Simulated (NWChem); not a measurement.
**One shape, several levels: C2H5FSi (SMILES CC[Si]F)**

Wanted: a comparison of 6 runs (HF/STO-3G, HF/3-21G, B3LYP/6-31G*, B3LYP/6-31+G*, MP2/6-31G*) of C2H5FSi. 

The calculation is run with NWChem 7.3.0.

## Step 1: The molecule

C2H5FSi has 9 atoms, charge 0, and is taken as a singlet. SMILES: `CC[Si]F`. The shape is that of a PBE0-D4/def2-TZVP optimisation. This is one conformer, not always the lowest.

Bond lengths: C1–C2 1.523 Å, C2–Si3 1.891 Å, Si3–F4 1.621 Å, C1–H5 1.091 Å, C1–H6 1.093 Å, C1–H7 1.093 Å, C2–H8 1.106 Å, C2–H9 1.099 Å. Some angles: C1–C2–Si3 119.6°, C2–Si3–F4 100.1°, C1–C2–H8 110.7°, C1–C2–H9 112.0°, Si3–C2–H8 102.3°, Si3–C2–H9 107.2°, C2–C1–H5 111.2°, C2–C1–H6 111.9°, C2–C1–H7 111.2°, H8–C2–H9 103.6°.

## Step 2: Energy and forces at HF/STO-3G (run 1)

The input, run.py:

```python
from ase import Atoms
from ase.calculators.nwchem import NWChem

system = Atoms('CCSiFHHHHH', positions=[
    [-0.384800, 0.808200, -0.298200],
    [0.090700, -0.249100, 0.690200],
    [1.193500, -1.662100, 0.086400],
    [0.886100, -1.602100, -1.503600],
    [-0.878900, 0.351500, -1.157400],
    [-1.087300, 1.508200, 0.161100],
    [0.453300, 1.392500, -0.685300],
    [-0.769100, -0.791300, 1.126000],
    [0.585000, 0.197700, 1.563800],
])

calc = NWChem(
    label='calc',
    theory='scf',
    memory='2200 mb',
    basis='STO-3G',
    basispar='spherical bse',
    scf={'nopen': '0', 'rhf': None, 'thresh': '1e-08', 'maxiter': '80', 'print': 'low'},
)
system.calc = calc

forces = system.get_forces()
print(f"energy = {system.get_potential_energy():.6f} eV")
print("forces (eV/A):")
for s, f in zip(system.symbols, forces):
    print(f"{s:2s} {f[0]:10.5f} {f[1]:10.5f} {f[2]:10.5f}")
```

Command:

```console
export ASE_NWCHEM_COMMAND="nwchem PREFIX.nwi > PREFIX.nwo"
python run.py
```

Standard output:

```text
energy = -12553.908314 eV
forces (eV/A):
C    -0.22507    0.66782   -0.41606
C    -0.15010   -0.98915    1.13684
Si    0.45586   -0.45431   -0.59768
F    -0.10583    0.27855    0.69816
H     0.05389    0.07035    0.19206
H     0.14208   -0.14938   -0.13858
H    -0.17946   -0.12105    0.11843
H     0.28658    0.62221   -0.37703
H    -0.27794    0.07497   -0.61614
```

The calculator wrote calc.nwi:

```
title "calc"

permanent_dir calc

scratch_dir calc

start calc

geometry units angstrom nocenter noautosym noautoz
  C  -3.8479999999999998e-01 8.0820000000000003e-01 -2.9820000000000002e-01
  C  9.0700000000000003e-02 -2.4909999999999999e-01 6.9020000000000004e-01
  Si 1.1935000000000000e+00 -1.6620999999999999e+00 8.6400000000000005e-02
  F  8.8610000000000000e-01 -1.6021000000000001e+00 -1.5036000000000000e+00
  H  -8.7890000000000001e-01 3.5149999999999998e-01 -1.1574000000000000e+00
  H  -1.0872999999999999e+00 1.5082000000000000e+00 1.6109999999999999e-01
  H  4.5329999999999998e-01 1.3925000000000001e+00 -6.8530000000000002e-01
  H  -7.6910000000000001e-01 -7.9130000000000000e-01 1.1259999999999999e+00
  H  5.8499999999999996e-01 1.9769999999999999e-01 1.5638000000000001e+00
end

memory 2200 mb

basis spherical bse noprint
   * library STO-3G
end

scf
  nopen 0
  rhf
  thresh 1e-08
  maxiter 80
  print low
end

task scf gradient
```

calc.nwo:

```text
Northwest Computational Chemistry Package (NWChem) 7.3.0
             --------------------------------------------------------

           Job information
           ---------------

    nwchem branch   = 7.3.0
    use scalapack   = T
    input           = calc.nwi
    prefix          = calc.
    data base       = calc/calc.db
    status          = startup
    nproc           =        1

           Memory information
           ------------------

    heap     =     72089598 doubles =      550.0 Mbytes
    stack    =     72089595 doubles =      550.0 Mbytes
    global   =    144179200 doubles =     1100.0 Mbytes (distinct from heap & stack)
    total    =    288358393 doubles =     2200.0 Mbytes
    verify   = yes
    hardfail = no

           Directory information
           ---------------------

  0 permanent = calc
  0 scratch   = calc

                                NWChem Input Module
                                -------------------

                                       calc
                                       ----

[... 26 lines left out ...]
            Nuclear Dipole moment (a.u.)
[... 54 lines left out ...]
                                       calc

  ao basis        = "ao basis"
  functions       =    29
  atoms           =     9
  closed shells   =    20
  open shells     =     0
  charge          =   0.00
  wavefunction    = RHF
  input vectors   = atomic
  output vectors  = calc/calc.movecs
  use symmetry    = F
  symmetry adapt  = F

 Forming initial guess at       0.0s

 Starting SCF solution at       0.1s

       Final RHF  results
       ------------------

         Total SCF energy =   -461.347624963553
      One-electron energy =   -954.305345549098
      Two-electron energy =    336.456910907841
 Nuclear repulsion energy =    156.500809677705

        Time for solution =      1.3s

                              NWChem Gradients Module
                              -----------------------

                         RHF ENERGY GRADIENTS

    atom               coordinates                        gradient
                 x          y          z           x          y          z
   1 C      -0.727167   1.527277  -0.563516    0.004377  -0.012987   0.008091
   2 C       0.171398  -0.470731   1.304289    0.002919   0.019236  -0.022108
   3 Si      2.255388  -3.140914   0.163272   -0.008865   0.008835   0.011623
[... 5 lines of this table left out ...]
   9 H       1.105490   0.373599   2.955154    0.005405  -0.001458   0.011982

 Task  times  cpu:        1.7s     wall:        1.7s
 Total times  cpu:        1.7s     wall:        1.7s
```

It took 2.8 s on 1 thread of Intel Xeon Platinum 8488C (Sapphire Rapids), shared host; peak memory 0.098 GiB.

## Step 3: Energy and gradient at HF/3-21G (run 2)

The input, c2h5fsi.xyz:

```xyz
9

C     -0.384800     0.808200    -0.298200
C      0.090700    -0.249100     0.690200
Si     1.193500    -1.662100     0.086400
F      0.886100    -1.602100    -1.503600
H     -0.878900     0.351500    -1.157400
H     -1.087300     1.508200     0.161100
H      0.453300     1.392500    -0.685300
H     -0.769100    -0.791300     1.126000
H      0.585000     0.197700     1.563800
```

The input, run.py:

```python
from ase.io import read
from ase.calculators.nwchem import NWChem

atoms = read('c2h5fsi.xyz')

calc = NWChem(
    label='c2h5fsi',
    theory='scf',
    memory='2200 mb',
    basis='3-21G',
    basispar='spherical bse',
    scf={'nopen': '0', 'rhf': None, 'thresh': '1e-08', 'maxiter': '80', 'print': 'low'},
)
atoms.calc = calc

forces = atoms.get_forces()
print("Total energy (eV):", round(atoms.get_potential_energy(), 6))
print("forces (eV/A):")
for s, f in zip(atoms.symbols, forces):
    print(f"{s:2s} {f[0]:10.5f} {f[1]:10.5f} {f[2]:10.5f}")
```

Command:

```console
export ASE_NWCHEM_COMMAND="nwchem PREFIX.nwi > PREFIX.nwo"
python run.py
```

Standard output:

```text
Total energy (eV): -12640.953923
forces (eV/A):
C    -0.25711    0.51998   -0.59516
C    -0.28616   -0.03975    1.07698
Si    0.63676   -0.51335    0.50368
F    -0.18491    0.06613   -0.84538
H     0.16105    0.07559    0.24287
H     0.20661   -0.21901   -0.08479
H    -0.19072   -0.14156    0.11539
H     0.06361    0.27547   -0.11837
H    -0.14912   -0.02345   -0.29521
```

The calculator wrote c2h5fsi.nwi:

```
title "c2h5fsi"

permanent_dir c2h5fsi

scratch_dir c2h5fsi

start c2h5fsi

geometry units angstrom nocenter noautosym noautoz
  C  -3.8479999999999998e-01 8.0820000000000003e-01 -2.9820000000000002e-01
  C  9.0700000000000003e-02 -2.4909999999999999e-01 6.9020000000000004e-01
  Si 1.1935000000000000e+00 -1.6620999999999999e+00 8.6400000000000005e-02
  F  8.8610000000000000e-01 -1.6021000000000001e+00 -1.5036000000000000e+00
  H  -8.7890000000000001e-01 3.5149999999999998e-01 -1.1574000000000000e+00
  H  -1.0872999999999999e+00 1.5082000000000000e+00 1.6109999999999999e-01
  H  4.5329999999999998e-01 1.3925000000000001e+00 -6.8530000000000002e-01
  H  -7.6910000000000001e-01 -7.9130000000000000e-01 1.1259999999999999e+00
  H  5.8499999999999996e-01 1.9769999999999999e-01 1.5638000000000001e+00
end

memory 2200 mb

basis spherical bse noprint
   * library 3-21G
end

scf
  nopen 0
  rhf
  thresh 1e-08
  maxiter 80
  print low
end

task scf gradient
```

c2h5fsi.nwo:

```text
Northwest Computational Chemistry Package (NWChem) 7.3.0
             --------------------------------------------------------

           Job information
           ---------------

    nwchem branch   = 7.3.0
    use scalapack   = T
    input           = c2h5fsi.nwi
    prefix          = c2h5fsi.
    data base       = c2h5fsi/c2h5fsi.db
    status          = startup
    nproc           =        1

           Memory information
           ------------------

    heap     =     72089598 doubles =      550.0 Mbytes
    stack    =     72089595 doubles =      550.0 Mbytes
    global   =    144179200 doubles =     1100.0 Mbytes (distinct from heap & stack)
    total    =    288358393 doubles =     2200.0 Mbytes
    verify   = yes
    hardfail = no

           Directory information
           ---------------------

  0 permanent = c2h5fsi
  0 scratch   = c2h5fsi

                                NWChem Input Module
                                -------------------

                                      c2h5fsi
                                      -------

[... 26 lines left out ...]
            Nuclear Dipole moment (a.u.)
[... 54 lines left out ...]
                                      c2h5fsi

  ao basis        = "ao basis"
  functions       =    50
  atoms           =     9
  closed shells   =    20
  open shells     =     0
  charge          =   0.00
  wavefunction    = RHF
  input vectors   = atomic
  output vectors  = c2h5fsi/c2h5fsi.movecs
  use symmetry    = F
  symmetry adapt  = F

 Forming initial guess at       0.0s

 Starting SCF solution at       0.1s

       Final RHF  results
       ------------------

         Total SCF energy =   -464.546492106133
      One-electron energy =   -954.037366416151
      Two-electron energy =    332.990064632313
 Nuclear repulsion energy =    156.500809677705

        Time for solution =      1.8s

                              NWChem Gradients Module
                              -----------------------

                         RHF ENERGY GRADIENTS

    atom               coordinates                        gradient
                 x          y          z           x          y          z
   1 C      -0.727167   1.527277  -0.563516    0.005000  -0.010112   0.011574
   2 C       0.171398  -0.470731   1.304289    0.005565   0.000773  -0.020944
   3 Si      2.255388  -3.140914   0.163272   -0.012383   0.009983  -0.009795
[... 5 lines of this table left out ...]
   9 H       1.105490   0.373599   2.955154    0.002900   0.000456   0.005741

 Task  times  cpu:        2.2s     wall:        2.2s
 Total times  cpu:        2.3s     wall:        2.3s
```

Run time: 3.3 s. Hardware: 1 thread of Intel Xeon Platinum 8488C (Sapphire Rapids), shared host; peak memory 0.098 GiB.

Runs 3 to 4 aren't shown in full; the table further down has their settings and results.

## Step 4: Energy and forces at B3LYP/6-31+G(d) (spherical functions) (run 5)

Edit c2h5fsi.xyz of step 3 so:

```diff
@@ -1,3 +1,3 @@
 9
-
+C2H5FSi B3LYP
 C     -0.384800     0.808200    -0.298200
```

The input, c2h5fsi.nw:

```
start c2h5fsi
title "C2H5FSi B3LYP"
memory total 2200 mb

geometry noautosym nocenter noautoz
   load format xyz c2h5fsi.xyz
end

basis spherical bse
   * library 6-31+G*
end

dft
   xc b3lyp
   grid xfine
   convergence energy 1e-08
   maxiter 100
   mulliken
end

task dft gradient
```

Command:

```console
nwchem c2h5fsi.nw > c2h5fsi.out
```

Standard output:

```text
[...]
          Wavefunction type:  closed shell.
          No. of atoms     :     9
          No. of electrons :    40
[...]
          Charge           :     0
          Spin multiplicity:     1
[...]
          AO basis - number of functions:    86
[...]
              XC Information
              --------------
                         B3LYP Method XC Potential
                     Hartree-Fock (Exact) Exchange  0.200
                        Slater Exchange Functional  0.800 local
                    Becke 1988 Exchange Functional  0.720 non-local
              Lee-Yang-Parr Correlation Functional  0.810
                  VWN I RPA Correlation Functional  0.190 local
[...]
 d= 0,ls=0.0,diis     1   -468.5163030665 -6.25D+02  1.45D-02  5.59D-01     4.3
[...]
 d= 0,ls=0.0,diis     8   -468.5818579415 -9.07D-09  4.31D-06  1.06D-07    29.8
         Total DFT energy =     -468.581857941463
      One electron energy =     -957.086194966851
           Coulomb energy =      376.140594817672
    Exchange-Corr. energy =      -44.137067469990
 Nuclear repulsion energy =      156.500809677705
[...]
      Total Density - Mulliken Population Analysis
     ---------------------------------------------
    Atom       Charge   Shell Charges
 -----------   ------   -------------------------------------------------------
    1 C    6     6.67   2.00  0.67  2.13  0.67  0.98  0.17  0.03  0.04
    2 C    6     6.52   2.00  0.66  2.11  0.67  1.10 -0.01 -0.04  0.03
    3 Si  14    13.58   2.00  2.00  5.96  1.18  1.25  0.80  0.11  0.15 -0.01  0.16
    4 F    9     9.28   2.00  0.93  3.31  1.05  1.97 -0.15  0.15  0.01
    5 H    1     0.78   0.53  0.25
    6 H    1     0.80   0.53  0.27
    7 H    1     0.80   0.53  0.26
    8 H    1     0.78   0.52  0.27
    9 H    1     0.78   0.52  0.26
[...]
  wavefunction    = closed shell
                         DFT ENERGY GRADIENTS
    atom               coordinates                        gradient
                 x          y          z           x          y          z
   1 C      -0.727167   1.527277  -0.563516    0.001339  -0.002808   0.002507
   2 C       0.171398  -0.470731   1.304289    0.000472   0.001353  -0.004485
   3 Si      2.255388  -3.140914   0.163272   -0.008354   0.006010  -0.017095
   4 F       1.674486  -3.027530  -2.841392    0.003452  -0.000063   0.020221
   5 H      -1.660880   0.664239  -2.187169    0.001483   0.000665   0.002080
   6 H      -2.054699   2.850085   0.304435    0.001840  -0.001962  -0.001113
   7 H       0.856613   2.631443  -1.295029   -0.001979  -0.001775   0.001073
   8 H      -1.453388  -1.495340   2.127831    0.002486   0.000358  -0.001069
   9 H       1.105490   0.373599   2.955154   -0.000739  -0.001779  -0.002119
[...]
```

Run time: 39 s. Hardware: 1 thread of Intel Xeon Platinum 8488C (Sapphire Rapids), shared host; peak memory 0.14 GiB.

## Step 5: Energy and gradient at MP2/6-31G(d) (spherical functions) (run 6)

The input, m1.nw:

```
start m1
title "C2H5FSi"
memory 2200 mb
charge 0

geometry units angstroms noautosym nocenter noautoz
  C       -0.384800       0.808200      -0.298200
  C        0.090700      -0.249100       0.690200
  Si       1.193500      -1.662100       0.086400
  F        0.886100      -1.602100      -1.503600
  H       -0.878900       0.351500      -1.157400
  H       -1.087300       1.508200       0.161100
  H        0.453300       1.392500      -0.685300
  H       -0.769100      -0.791300       1.126000
  H        0.585000       0.197700       1.563800
end

basis spherical bse
  * library 6-31G*
end

scf
  thresh 1e-08
  maxiter 80
end

mp2
  freeze core 8
  tight
end

task mp2 gradient
```

Command:

```console
nwchem m1.nw > m1.out
```

Standard output:

```text
[...]
  functions       =    70
[...]
  wavefunction    = RHF
[...]
         Total SCF energy =   -467.012685554957
      One-electron energy =   -957.109450096703
      Two-electron energy =    333.595954864041
 Nuclear repulsion energy =    156.500809677705
        Time for solution =     10.2s
[...]
          Total MP2 energy          -467.516519757565
[...]
                         mp2 ENERGY GRADIENTS
    atom               coordinates                        gradient
                 x          y          z           x          y          z
   1 C      -0.727167   1.527277  -0.563516    0.000564  -0.001858   0.002726
   2 C       0.171398  -0.470731   1.304289    0.000486   0.002749  -0.005660
   3 Si      2.255388  -3.140914   0.163272   -0.004199   0.001921  -0.008259
   4 F       1.674486  -3.027530  -2.841392    0.002006  -0.000173   0.011195
   5 H      -1.660880   0.664239  -2.187169    0.000344   0.000817   0.000362
   6 H      -2.054699   2.850085   0.304435    0.000397  -0.000376  -0.000609
   7 H       0.856613   2.631443  -1.295029   -0.000916  -0.000431   0.000109
   8 H      -1.453388  -1.495340   2.127831    0.001354  -0.001045   0.000312
   9 H       1.105490   0.373599   2.955154   -0.000036  -0.001604  -0.000175
[...]
```

It took 26 s on 1 thread of Intel Xeon Platinum 8488C (Sapphire Rapids), shared host; peak memory 0.18 GiB.

## Step 6: Overview of the runs

```
run                                level  Cartesian functions  iteration cap  energy (Eh)  largest force (eV/Å)  wall time
  1                            HF/STO-3G                   no             80  -461.347625                 1.514      2.8 s
  2                             HF/3-21G                   no             80  -464.546492                 1.115      3.3 s
  3   B3LYP/6-31G* (Cartesian functions)                  yes            100  -468.570393                 0.470       29 s
  4   B3LYP/6-31G* (spherical functions)                   no            100  -468.566027                 0.512       28 s
  5  B3LYP/6-31+G* (spherical functions)                   no            100  -468.581858                 1.055       39 s
  6     MP2/6-31G* (spherical functions)                   no             80  -467.516520                 0.585       26 s
```

## Step 7: Summary of results

| quantity | value |
| --- | --- |
| run 6: total energy | -467.51652 Eh |
| run 6: dipole moment (of the density that the program reports) | 1.47 D |
| run 6: HOMO energy (Hartree–Fock orbitals) | -8.93 eV |
| run 6: LUMO energy (Hartree–Fock orbitals) | 1.30 eV |
| run 6: HOMO–LUMO gap (Hartree–Fock orbitals) | 10.23 eV |
| run 6: correlation energy (8 core orbitals frozen) | -503.8 mEh |
| run 6: largest force on an atom | 0.585 eV/Å |

In words: Over runs 4, 5, 6 the dipole moment (its size) runs from 1.47 D (MP2/6-31G*) to 1.74 D (B3LYP/6-31+G*). The two ends differ in method and basis. In run 1 the basis is minimal, so the values are rough. All runs together took 2.1 min, the longest 39 s.
